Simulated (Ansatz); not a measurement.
# Co2Pd (P-3m1) in Ansatz: notebook

One crystal, Co2Pd, is run at these levels: PBEsol; tasks: single point.

Program: Ansatz 0.2.0. These are calculated values, not measurements. Logs are shortened: lines on timing, memory, paths and dates and some standing lists are left out, and cuts for length are marked.

## Step 1: Starting point

It takes space group P-3m1 (No. 164, trigonal). The conventional cell has a = 2.638 Å, b = 2.638 Å, c = 6.319 Å, α = 90.00°, β = 90.00°, γ = 120.00°. Pd (site symmetry -3m) has 6 Pd at 2.64 Å and 6 Co at 2.68 Å as nearest neighbours. Co (site symmetry 3m) has 9 Co at 2.43 to 2.64 Å and 3 Pd at 2.68 Å as nearest neighbours.

The cell comes from a database or a generator and needn't be the stable form of this composition.

## Step 2: Single point, PBEsol, collinear spin, ferromagnetic start

Contents of input.yaml:

```yaml
crystal:
  lattice:
    - [2.6379305253, 0.0, 0.0]
    - [-1.3189652627, 2.2845148484, 0.0]
    - [0.0, 0.0, 6.319344]
  atoms:
    - { symbol: Pd, position: [0.0, 0.0, 0.0] }
    - { symbol: Co, position: [0.6666666667, 0.3333333333, 0.349778], spin: 3.5 }
    - { symbol: Co, position: [0.3333333333, 0.6666666667, 0.650222], spin: 3.5 }
hamiltonian:
  xc: pbesol
  pseudopotentials: { kind: paw }
magnetization:
  spin_polarized: true
kpoints:
  mp_grid: { grid: [12, 12, 4] }
scf:
  occupations: { method: fermi_dirac, width: 0.05 }
output:
  forces: true
  stress: true
  eigenvalues: true
```

Potentials or basis: Ansatz PAW.

Command:

```
$ ansatz run input.yaml --threads 2 --pin off --max-ram 5632MiB --backend cpu --events-out ev --progress --plain --runs-dir out
```

Log:

```text
Warning: where an SCF of this run starts from atoms to list the orders of its open shells, Co (sites 1, 2, from 0) starts with 3.00 μB on its 3d shell, in the place of the 3.50 μB that the deck gives it: its open shells can hold no more by Hund's first rule. To start from spheres of the given moment, type scf.initial_density.shell_occupations: []
Warning: RAYON_NUM_THREADS=2 ignored (pool sized by the plan → 2); use --threads N
Engine: ansatz 0.2.0, aarch64-unknown-linux-gnu
Pseudopotentials: kind: paw
Pseudopotential: Pd, paw, valence charge 18, recommended cutoff 420 eV (normal), Pd.paw.azcp
Pseudopotential: Co, paw, valence charge 17, recommended cutoff 420 eV (normal), Co.paw.azcp
Functional definition: PBEsol
  exchange = pbesol_x
  correlation = pbesol_c
Crystal: 3 atoms, lattice volume = 38.083 Å³
Basis set: ecut = 420 eV, 759 PW (Γ), exchange–correlation on 36×36×90 points (8 copies of the dense FFT grid, shifted against one another)
Bands: 36, of which v1, the nominal top of the filled ones, is band 26 counted from 1 (25 counted from 0)
Symmetry: 12 space group operations
Space group: P-3m1 (ITA 164), of the structure as read, at distance tolerance 3.4e-5 Å
Magnetic group: BNS 164.85 (UNI 1315), of the structure as read, at distance tolerance 3.4e-5 Å
k-points: 69 of 576
Non-local potential: Pd, projectors of the file, l = 0: 2, l = 1: 2, l = 2: 2, l = 3: 1
Non-local potential: Co, projectors of the file, l = 0: 3, l = 1: 2, l = 2: 3, l = 3: 1
PAW form: soft (Blöchl's): semilocal exchange-correlation on the pseudo side does not see the compensation charge
PAW frozen core: Pd, regenerated for the run's functional, and the local potential with it (the file was generated under x = pbe(κ = 0.804, μ = 0.2195149727645171), c = pbe(β = 0.06672455060314922))
PAW frozen core: Co, regenerated for the run's functional, and the local potential with it (the file was generated under x = pbe(κ = 0.804, μ = 0.2195149727645171), c = pbe(β = 0.06672455060314922))
PAW one-centre angular grid: Pd, 590 points (default); XC on 64 Gauss nodes
PAW one-centre angular grid: Co, 590 points (default); XC on 64 Gauss nodes
Initial density: superposition of atomic densities (chi_scale 0.1, normalization cell)
Starting moments: Σ|m| = 7 μB on 2 of 3 sites
Initial wavefunctions: pseudopotential atomic-orbital guess
Functional: x = pbesol(κ = 0.804, μ = 0.12345679012345678), c = pbesol(β = 0.046)
SCF iter   1: F=—  HF=-17095.582950 eV  |F-HF|=—  |Δ(HF+E_count)|=         —  Δρ=2.46e-1 (↑1.88e-1 ↓2.46e-1)  dr2=8.92e1  dr2_m=9.20e0  M=2.486 μB ∫|m|=2.655 μB  β_m=0.30  ethr=3.10e-3  ⟨swp⟩=5.9  Hψ=18477  notcnv=0
Mixer restart at iter 1: flushing history
preconditioner: auto → Kerker (q_TF=auto, 2.874 Å⁻¹)  [metal: Δε(μ)=0.003 eV  Ē_g=9.844 eV  σ=0.050 eV  W_gap=0.02  n_scr=10 (ndim 8)  ℏωp=31.8 eV  f_vac=0.000  D(μ)=4.76/eV (n_scr^D=50)]
spin=Collinear: Kerker preconditioning applied to the charge; magnetization (m = ρ↑ − ρ↓) channel mixes plain (no charge-response kernel on spin).
SCF iter   2: F=—  HF=-17093.008244 eV  |F-HF|=—  |Δ(HF+E_count)|=    2.57e0  Δρ=8.40e-2 (↑8.40e-2 ↓6.57e-2)  dr2=9.23e0  dr2_m=1.28e0  M=3.544 μB ∫|m|=3.722 μB  β_m=0.36  ethr=3.10e-3  ⟨swp⟩=2.9  Hψ=10700  notcnv=0  defer=331
SCF iter   3: F=—  HF=-17092.396211 eV  |F-HF|=—  |Δ(HF+E_count)|=   6.12e-1  Δρ=4.26e-2 (↑2.50e-2 ↓4.26e-2)  dr2=3.06e0  dr2_m=2.82e-1  M=3.611 μB ∫|m|=3.839 μB  β_m=0.40  ethr=3.10e-3  ⟨swp⟩=2.5  Hψ=8277  notcnv=0  defer=344
SCF iter   4: F=—  HF=-17092.430804 eV  |F-HF|=—  |Δ(HF+E_count)|=   3.46e-2  Δρ=1.69e-2 (↑1.31e-2 ↓1.69e-2)  dr2=9.43e-1  dr2_m=2.84e-2  M=3.680 μB ∫|m|=3.952 μB  β_m=0.56  ethr=3.10e-3  ⟨swp⟩=2.0  Hψ=6577  notcnv=0  defer=345
SCF iter   5: F=—  HF=-17092.324066 eV  |F-HF|=—  |Δ(HF+E_count)|=   1.07e-1  Δρ=7.67e-3 (↑7.67e-3 ↓5.57e-3)  dr2=1.05e-1  dr2_m=1.05e-2  M=3.722 μB ∫|m|=4.045 μB  β_m=0.77  ethr=1.81e-3  ⟨swp⟩=2.2  Hψ=6358  notcnv=0  defer=347
SCF iter   6: F=—  HF=-17092.322363 eV  |F-HF|=—  |Δ(HF+E_count)|=   1.70e-3  Δρ=7.14e-3 (↑3.86e-3 ↓7.14e-3)  dr2=2.80e-2  dr2_m=2.01e-3  M=3.803 μB ∫|m|=4.130 μB  β_m=0.88  ethr=2.01e-4  ⟨swp⟩=2.1  Hψ=6504  notcnv=0  defer=347
SCF iter   7: F=—  HF=-17092.320906 eV  |F-HF|=—  |Δ(HF+E_count)|=   1.46e-3  Δρ=2.49e-3 (↑1.04e-3 ↓2.49e-3)  dr2=3.59e-3  dr2_m=2.49e-4  M=3.799 μB ∫|m|=4.131 μB  β_m=0.88  ethr=5.39e-5  ⟨swp⟩=2.5  Hψ=7835  notcnv=0  defer=347
SCF iter   8: F=—  HF=-17092.320482 eV  |F-HF|=—  |Δ(HF+E_count)|=   4.24e-4  Δρ=8.49e-4 (↑8.49e-4 ↓7.65e-4)  dr2=5.71e-4  dr2_m=8.12e-6  M=3.793 μB ∫|m|=4.125 μB  β_m=0.94  ethr=6.91e-6  ⟨swp⟩=2.0  Hψ=6317  notcnv=0  defer=347
SCF iter   9: F=—  HF=-17092.320492 eV  |F-HF|=—  |Δ(HF+E_count)|=   9.72e-6  Δρ=3.40e-4 (↑1.44e-4 ↓3.40e-4)  dr2=8.75e-5  dr2_m=4.47e-6  M=3.795 μB ∫|m|=4.128 μB  β_m=0.94  ethr=1.10e-6  ⟨swp⟩=1.0  Hψ=5152  notcnv=0  defer=347
SCF iter  10: F=—  HF=-17092.320487 eV  |F-HF|=—  |Δ(HF+E_count)|=   4.67e-6  Δρ=3.05e-5 (↑3.05e-5 ↓2.99e-5)  dr2=1.11e-6  dr2_m=5.55e-8  M=3.797 μB ∫|m|=4.129 μB  β_m=0.97  ethr=1.68e-7  ⟨swp⟩=1.0  Hψ=5000  notcnv=0  defer=347
SCF iter  11: F=—  HF=-17092.320487 eV  |F-HF|=—  |Δ(HF+E_count)|=   5.93e-8  Δρ=1.36e-5 (↑1.36e-5 ↓8.77e-6)  dr2=1.40e-7  dr2_m=6.39e-9  M=3.796 μB ∫|m|=4.129 μB  β_m=0.98  ethr=2.13e-9  ⟨swp⟩=2.1  Hψ=8355  notcnv=0  defer=347
SCF iter  12: F=-17092.320487 eV  HF=-17092.320487 eV  |F-HF|=6.56e-8  |Δ(HF+E_count)|=   2.95e-8  Δρ=8.64e-6 (↑3.59e-6 ↓8.64e-6)  dr2=6.59e-8  dr2_m=2.78e-9  M=3.796 μB ∫|m|=4.129 μB  ethr=1.92e-10  ⟨swp⟩=8.4  Hψ=21638  notcnv=0
SCF 1 converged in 12 iterations: F = -17092.320487 eV  dr2 = 6.59e-8
SCF converged after 12 iterations
Magnetization: 3.7964 μB (27.8982 up, 24.1018 down)
Absolute magnetization: 4.1295 μB (∫|ρ↑−ρ↓|, with the PAW one-centre terms)
Spin contamination: 0.0860 ħ² per cell (⟨S²⟩ above its minimum at these occupations)
Per-site moments (μB) at R_I (Å): [(0.23675356834801728, 1.0881463417033428), (1.8505436712507273, 1.0040181569749629), (1.8505436712507277, 1.0040181569749629)]
Free energy (F): -17092.320487 eV
Harris-Foulkes:  -17092.320487 eV  (|F-HF|=6.56e-8)
Internal energy: -17092.299129 eV  (E = F + TS)
E sigma→0 (E₀):  -17092.309808 eV
Entropy (-TS):   -0.021358 eV (-7.119 meV/atom)
Fermi energy:    18.236122 eV
--- Per-component energies (eV) ---
  E_band       = -673.385357
  E_kinetic    = 1415.875079
  E_local      = -7698.270367  (includes V_loc(G=0)·N_el)
  E_nonlocal   = 1132.919365
  E_hartree    = 3198.886397
  E_xc         = -481.321510
  E_vxc        = -617.702698  (∫ρ·V_xc dr)
  E_paw        = -6650.450788  (= ΣΔE_a)
  E_vpaw       = -1303.965897  (= ΣTr[D̂ρ^β])
  E_aug_tail   = 0.000334  (compensation charges beyond the density's cutoff)
  E_ewald      = -8010.617001
  E_core_change = 0.679363  (= ΣΔE_core)
  E_smearing   = -0.021358  (= −TS)
  E_closure    = 0.000000  (closes the sum)
  Σ components = -17092.320487   (vs F -17092.320487, Δ=0.00e0)
--- Forces (eV/Å), atoms counted from 1 ---
  atom   1  Pd     0.00000000     0.00000000     0.00000000
  atom   2  Co     0.00000000     0.00000000     0.04360073
  atom   3  Co    -0.00000000    -0.00000000    -0.04360073
  max |Σ_I F_I| component: 1.39e-17 eV/Å
--- Stress (GPa, compression-positive) ---
      -10.694024      -0.000000      -0.000000
        0.000000     -10.694024      -0.000000
       -0.000000      -0.000000     -10.020230
  P = ⅓ Tr σ = -10.4694 GPa (-104.694 kbar)
--- Band table (eV; the first three rows and the last of 138) ---
  k-point 0 ↑: bands = ["-77.6105", "-77.5747", "-66.4097", "-41.0719", "-40.9339", "-40.9339", "-40.8968", "-40.8968", "-40.8943", "-32.1503", "-31.8903", "-31.8903", "9.8442", "12.2256", "13.0577", "14.9228", "14.9228", "15.1968", "15.4866", "15.4866", "15.5480", "15.5480", "15.7409", "16.2424", "16.5339", "16.5339", "17.0459", "17.0459", "17.1319", "17.1319", "28.7491", "29.1354", "35.8583", "38.6118", "38.6174", "40.2630"]
  k-point 1 ↑: bands = ["-77.6105", "-77.5747", "-66.4097", "-41.0723", "-40.9339", "-40.9339", "-40.8967", "-40.8967", "-40.8938", "-32.1504", "-31.8903", "-31.8903", "10.1059", "11.8311", "12.8416", "14.8282", "14.9246", "14.9246", "15.4866", "15.4866", "15.6115", "15.6115", "15.7341", "16.4958", "16.4958", "16.7410", "16.7410", "17.4141", "17.4141", "17.4276", "25.9252", "32.2825", "35.8076", "38.1615", "39.3280", "39.6025"]
  k-point 2 ↑: bands = ["-77.6106", "-77.5747", "-66.4097", "-41.0727", "-40.9339", "-40.9339", "-40.8967", "-40.8967", "-40.8934", "-32.1504", "-31.8903", "-31.8903", "10.7036", "11.0311", "12.7420", "14.7428", "14.9237", "14.9237", "15.5418", "15.5418", "15.6252", "15.6252", "15.7003", "16.4518", "16.4518", "16.5938", "16.5938", "17.5418", "17.5418", "18.4595", "24.4346", "34.4665", "35.7679", "37.8936", "38.8173", "39.3272"]
  k-point 68 ↓: bands = ["-75.3651", "-75.3651", "-66.1303", "-38.8998", "-38.8998", "-38.8827", "-38.8080", "-38.7690", "-38.7690", "-32.0408", "-32.0408", "-31.8372", "14.2015", "14.2015", "14.6754", "14.6754", "14.9992", "15.6105", "16.1121", "16.1121", "16.7095", "17.7188", "17.7188", "18.3338", "18.9480", "19.1174", "19.1174", "23.1722", "23.7083", "23.7083", "25.3873", "25.3873", "25.4284", "31.5957", "31.8033", "31.8453"]
```

Run time: 13 s. Hardware: 2 threads of Arm Neoverse N1, shared host; peak memory 0.45 GiB.

What came out:

* Free energy: -17092.3205 eV
* Pressure: -10.5 GPa
* Largest force: 0.044 eV/Å
* Band gap on the k mesh: none (metal or under the smearing width)
* Net moment: 3.80 μB per cell
* Absolute moment: 4.13 μB per cell
* Site moments: Pd +0.24; Co +1.85 μB

Forces on the atoms (eV/Å):
```
Pd   0.000  0.000  0.000
Co   0.000  0.000  0.044
Co   0.000  0.000 -0.044
```

Stress tensor (GPa, compression positive):
```
-10.69   0.00   0.00
  0.00 -10.69   0.00
  0.00   0.00 -10.02
```

Caveat: the PAW data sets come from PBE, with cores solved anew for the run's functional, which leaves a small shift of forces and pressure.

## Step 3: Single point, PBEsol, non-collinear spin, random start

Contents of input.yaml:

```yaml
crystal:
  lattice:
    - [2.6379305253, 0.0, 0.0]
    - [-1.3189652627, 2.2845148484, 0.0]
    - [0.0, 0.0, 6.319344]
  atoms:
    - { symbol: Pd, position: [0.0, 0.0, 0.0] }
    - { symbol: Co, position: [0.6666666667, 0.3333333333, 0.349778], spin: 0.791, spin_axis: [0.129, -0.65, -0.431] }
    - { symbol: Co, position: [0.3333333333, 0.6666666667, 0.650222], spin: 1.88, spin_axis: [1.568, 0.333, -0.983] }
hamiltonian:
  xc: pbesol
  pseudopotentials: { kind: paw }
magnetization:
  noncollinear: true
  spin_orbit: false
kpoints:
  mp_grid: { grid: [8, 8, 3] }
scf:
  occupations: { method: fermi_dirac, width: 0.05 }
output:
  forces: true
  stress: true
  eigenvalues: true
  write_density: true
  write_potential: true
  elf: true
  volumetric_format: npy
```

Potentials or basis: Ansatz PAW.

Command:

```
$ ansatz run input.yaml --threads 2 --pin off --max-ram 5632MiB --backend cpu --events-out ev --progress --plain --runs-dir out
```

Wall time 42 s (2 threads of Arm Neoverse N1, shared host); peak memory 0.41 GiB.

The run converged. Its results:

```
Free energy            : -17092.3023 eV
Pressure               : -10.4 GPa
Largest force          : 0.026 eV/Å
Band gap on the k mesh : none (metal or under the smearing width)
Net moment             : 3.80 μB per cell
Absolute moment        : 4.13 μB per cell
```

Forces on the atoms (eV/Å):
```
Pd   0.000  0.000  0.000
Co   0.000  0.000  0.026
Co   0.000  0.000 -0.026
```

Stress tensor (GPa, compression positive):
```
-10.41   0.00   0.00
  0.00 -10.41   0.00
  0.00   0.00 -10.31
```

Levels at points of the mesh, in eV from the Fermi level:
| k point | band 48 | band 49 | band 50 | band 51 | band 52 | band 53 | band 54 | band 55 | band 56 | band 57 |
| --- | --- | --- | --- | --- | --- | --- | --- | --- | --- | --- |
| (0.00, 0.00, 0.00) | -1.16 | -1.16 | -1.04 | -1.04 | -0.85 | -0.85 | -0.50 | -0.38 | -0.38 | 0.32 |
| (0.00, -0.50, 0.00) | -0.59 | 0.07 | 0.24 | 0.96 | 0.98 | 1.04 | 1.18 | 1.61 | 1.92 | 2.46 |

Moments on the atoms (μB; x, y, z):
```
Pd   0.16 -0.06 -0.15
Co   1.27 -0.43 -1.16
Co   1.27 -0.43 -1.16
```

Caveat: the PAW data sets come from PBE, with cores solved anew for the run's functional, which leaves a small shift of forces and pressure; the starting moments weren't kept.
